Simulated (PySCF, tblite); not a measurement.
**C₇H₁₃FO: geometry, infrared bands and NMR shifts**

What infrared bands and NMR shifts should C₇H₁₃FO (`CC[C@@H]1CC[C@H](F)CO1`) show?

Programs: tblite 0.8.0 and PySCF 2.14.0, with density-fitted response routines of our own. Each step states its level of theory. These are calculated values for one molecule in the gas phase, unless marked as measured. Atoms count from 0, in the outputs and in this text.

### Step 1. Starting geometry

22 atoms, charge 0, multiplicity 1; geometry from: force field or distance geometry start.

Bonds of the start (Å): C0–C1 1.51, C1–C2 1.55, C2–C3 1.54, C3–C4 1.53, C4–C5 1.52, C5–F6 1.37, C5–C7 1.52, C7–O8 1.43, O8–C2 1.43, C0–H9 1.10, C0–H10 1.10, C0–H11 1.09, C1–H12 1.08, C1–H13 1.10, C2–H14 1.09, C3–H15 1.10, C3–H16 1.09, C4–H17 1.09, C4–H18 1.10, C5–H19 1.11, C7–H20 1.09, C7–H21 1.10.

### Step 2. Geometry optimisation with GFN2-xTB

What the job is given:

```
{"job": {"kind": "relax", "xc": "GFN2-xTB", "basis": "xTB"}, "charge": 0, "multiplicity": 1}
C     -2.912500     0.181900    -0.231000
C     -1.743400    -0.561800    -0.829000
C     -0.438500    -0.431400    -0.000100
C      0.080100     1.017200     0.020700
C      1.407400     1.076600     0.786700
C      2.393400     0.065300     0.224300
F      2.805800     0.497800    -1.006500
C      1.776500    -1.312700     0.089400
O      0.528400    -1.288800    -0.614800
H     -3.099000    -0.110300     0.814100
H     -3.831600    -0.039500    -0.802400
H     -2.771300     1.264000    -0.262700
H     -1.571500    -0.232700    -1.840700
H     -1.991600    -1.631500    -0.896900
H     -0.634300    -0.778900     1.019400
H     -0.639200     1.684400     0.521300
H      0.240300     1.371500    -0.992500
H      1.231800     0.871000     1.842800
H      1.820100     2.093100     0.701700
H      3.297300     0.018100     0.862800
H      2.436900    -1.964500    -0.477600
H      1.604700    -1.769400     1.070100
```

On the command line:

```sh
> OMP_NUM_THREADS=1 python probes_run.py task.json out
```

This one command runs all jobs of the session in turn.

**Question.** This job is followed by: GFN2-xTB harmonic vibrations, gas phase; GIAO PBE0/pcSseg-1 NMR shielding, non-relativistic, gas phase. What will the session give for the following? strongest single infrared mode (GFN2-xTB); zero-point energy (GFN2-xTB); 13C shifts against TMS (PBE0/pcSseg-1); 1H shifts against TMS (PBE0/pcSseg-1, means over atoms taken as alike); 19F shifts against CFCl3 (PBE0/pcSseg-1); 17O shifts against H2O (PBE0/pcSseg-1).

The runs gave:

```
                                                              quantity                                                                 value
                             strongest single infrared mode (GFN2-xTB)                                                  2794 cm⁻¹, 78 km/mol
                                          zero-point energy (GFN2-xTB)                                                        119.5 kcal/mol
                                13C shifts against TMS (PBE0/pcSseg-1)                          89.1, 83.0, 74.2, 33.4, 32.5, 27.6, 11.6 ppm
1H shifts against TMS (PBE0/pcSseg-1, means over atoms taken as alike)  4.54, 4.47, 3.60, 3.01, 2.25, 1.82, 1.62, 1.45, 1.45, 1.44, 0.92 ppm
                              19F shifts against CFCl3 (PBE0/pcSseg-1)                                                            -218.5 ppm
                                17O shifts against H2O (PBE0/pcSseg-1)                                                              58.6 ppm
```

What this shows: The optimisation took 33 steps and gained 0.081 eV; among the close pairs (by a distance rule), C7–O8 changed most, from 1.433 to 1.400 Å. All 60 modes are real, so the xTB geometry is a minimum. The strongest single mode, at 2794 cm⁻¹, moves mainly H14. GFN2-xTB is a fitted tight-binding method: band positions and strengths are rough. Its intensities can rank the bands wrongly. The most deshielded carbon is C5 (sp3 CH bonded to F), at 89.1 ppm: deshielded by the electronegative neighbour. The most deshielded hydrogen is H19 (hydrogen on an sp3 CH bonded to F), at 4.54 ppm: its carbon carries F, which withdraws density. At PBE0/pcSseg-1: The largest span, 98 ppm, is at F6, where the paramagnetic term is -86 ppm.
